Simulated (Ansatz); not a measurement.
# CH₃BF₂Si: up Jacob's ladder to CCSD(T)

An exercise on one series of results from a longer session: the logs are not shown, and one member is left open.

Computed with Ansatz 0.2.0, Gaussian basis. Level: functionals in def2-TZVPP, the program's frozen cores in correlated methods.

Plan: LDA (SPW92), PBE-D4, revPBE-D4, BLYP-D4, r2SCAN-D4, B97M-V, PBE0-D4, B3LYP-D4, r2SCANh-D4, r2SCAN0-D4, HSE06-D4, BHLYP-D4, CAM-B3LYP-D4, LC-ωPBE, ωB97X-V, ωB97M-V, B2PLYP, PBE-QIDH; CCSD(T)/def2-SVP; CCSD(T)/def2-TZVPP; MP2/def2-QZVPP; extrapolation to the limit; RPA on PBE.

### The relaxed structure

All runs share one geometry, relaxed beforehand with PBE0-D4 in a triple-zeta def2 set.

8 atoms, charge 0, spin multiplicity 1.

Atoms are counted from 1 here; the program's logs count them from 0.

Bond lengths: F1–C2 1.331 Å, C2–B3 1.457 Å, C2–H6 1.090 Å, B3–Si4 1.874 Å, B3–H7 1.191 Å, Si4–F5 1.592 Å, Si4–H8 1.486 Å. Angles: F1–C2–B3 123.7°, F1–C2–H6 109.3°, B3–C2–H6 127.1°, C2–B3–Si4 107.3°, C2–B3–H7 128.8°, Si4–B3–H7 123.9°, B3–Si4–F5 122.8°, B3–Si4–H8 133.0°, F5–Si4–H8 104.2°.

The first run:

in.yaml reads:

```yaml
crystal:
  periodic: [false, false, false]
  atoms:
    - {symbol: F, position_ang: [0.393852, 1.647895, 1.967310]}
    - {symbol: C, position_ang: [-0.012980, 0.921741, 0.928570]}
    - {symbol: B, position_ang: [0.760004, -0.172784, 0.355441]}
    - {symbol: Si, position_ang: [-0.235779, -0.871140, -1.070716]}
    - {symbol: F, position_ang: [-1.657802, -0.293338, -1.494683]}
    - {symbol: H, position_ang: [-0.988195, 1.280143, 0.599461]}
    - {symbol: H, position_ang: [1.824431, -0.589813, 0.688251]}
    - {symbol: H, position_ang: [0.008668, -1.979802, -2.029534]}
basis:
  gaussian: {orbitals: def2-TZVPP}
hamiltonian: {xc: lda}
output: {orbitals: {seedname: orbitals}}
```

Run with:

```sh
$ ansatz run in.yaml --threads 2 --pin off --events-out ev --progress --plain --max-ram 4352MiB
```

Among the steps run: LDA; PBE-D4 (GGA); revPBE-D4 (GGA); BLYP-D4 (GGA); r2SCAN-D4 (meta-GGA); B97M-V (meta-GGA); B3LYP-D4 (hybrid); r2SCANh-D4 (hybrid); r2SCAN0-D4 (hybrid); HSE06-D4 (hybrid); BHLYP-D4 (hybrid); CAM-B3LYP-D4 (range-separated); LC-ωPBE (range-separated); ωB97X-V (range-separated); ωB97M-V (range-separated); B2PLYP (double hybrid); PBE-QIDH (double hybrid).

One table of the session follows, with a row left open; its other results are not shown here.

It belongs to the step «Orbital energies across the functionals». 

```
  functional  HOMO (eV)  LUMO (eV)  gap (eV)
 LDA (SPW92)      -6.07      -3.71      2.36
      PBE-D4      -5.87      -3.48      2.39
   revPBE-D4      -5.80      -3.39      2.40
     BLYP-D4      -5.70      -3.34      2.36
   r2SCAN-D4      -6.04      -3.39      2.65
      B97M-V      -6.02      -3.39      2.64
     PBE0-D4      -6.77      -2.77      4.00
    B3LYP-D4      -6.58      -2.94      3.63
  r2SCANh-D4      -6.38      -3.12      3.25
  r2SCAN0-D4      -6.89      -2.72      4.17
    HSE06-D4      -6.38      -3.14      3.24
    BHLYP-D4      -7.50      -1.92      5.57
CAM-B3LYP-D4      -7.89      -1.78      6.11
     LC-ωPBE      -9.06      -0.77      8.29
     ωB97X-V      -8.77      -0.78      7.99
     ωB97M-V          ?          ?         ?
```

**Question.** Estimate the row for ωB97M-V.

As computed: HOMO (eV): -8.71; LUMO (eV): -0.89; gap (eV): 7.82. In the column «HOMO (eV)» it lies between ωB97X-V (-8.77) and CAM-B3LYP-D4 (-7.89).
